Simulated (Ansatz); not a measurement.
# K3Ag2: the cost of one run

Program: Ansatz 0.2.0. Level of theory: DFT PBE, scalar-relativistic, plane waves, PAW. These are calculated values, not measurements.

## 1. Starting point

It takes space group Pm-3m (No. 221, cubic). The conventional cell has a = 6.668 Å, b = 6.668 Å, c = 6.668 Å, α = 90.00°, β = 90.00°, γ = 90.00°. K (site symmetry 4/mmm) has 2 Ag at 3.33 Å as nearest neighbours. Ag (site symmetry m-3m) has 6 K at 3.33 Å as nearest neighbours.

Structure file:

```cif
data_structure
_symmetry_space_group_name_H-M 'P 1'
_symmetry_Int_Tables_number 1
_cell_length_a 6.6681
_cell_length_b 6.6681
_cell_length_c 6.6681
_cell_angle_alpha 90.000
_cell_angle_beta 90.000
_cell_angle_gamma 90.000
_cell_volume 296.49
loop_
_atom_site_label
_atom_site_type_symbol
_atom_site_fract_x
_atom_site_fract_y
_atom_site_fract_z
_atom_site_occupancy
K1 K 0.00000 0.50000 0.50000 1
K2 K 0.50000 0.00000 0.50000 1
K3 K 0.50000 0.50000 0.00000 1
Ag1 Ag 0.00000 0.00000 0.00000 1
Ag2 Ag 0.50000 0.50000 0.50000 1
```

The cell is invented: random cell by space group and Wyckoff sites (Pm-3m, No. 221). Lengths come from tabulated atomic sizes and are only a guess.

## 2. A first look at the guess

input.yaml reads:

```yaml
crystal:
  lattice:
    - [6.66814858, 0.0, 0.0]
    - [0.0, 6.66814858, 0.0]
    - [0.0, 0.0, 6.66814858]
  atoms:
    - { symbol: K, position: [0.0, 0.5, 0.5] }
    - { symbol: K, position: [0.5, 0.0, 0.5] }
    - { symbol: K, position: [0.5, 0.5, 0.0] }
    - { symbol: Ag, position: [0.0, 0.0, 0.0] }
    - { symbol: Ag, position: [0.5, 0.5, 0.5] }
basis:
  ecutwfc: 420
kpoints:
  mp_grid: { grid: [4, 4, 4] }
hamiltonian:
  xc: pbe
scf:
  occupations: { method: gaussian, width: 0.1 }
  lower_state_search: "off"
output:
  forces: true
  stress: true
  eigenvalues: true
```

Started as:

```
ansatz run input.yaml --threads 1 --pin off --max-ram 2048MiB --backend cpu --events-out ev --progress --plain --runs-dir out
```

Q: Estimate wall time and peak memory on 1 thread of Arm Neoverse V1, shared host.

About 7.7 s, with a peak of 0.47 GiB.
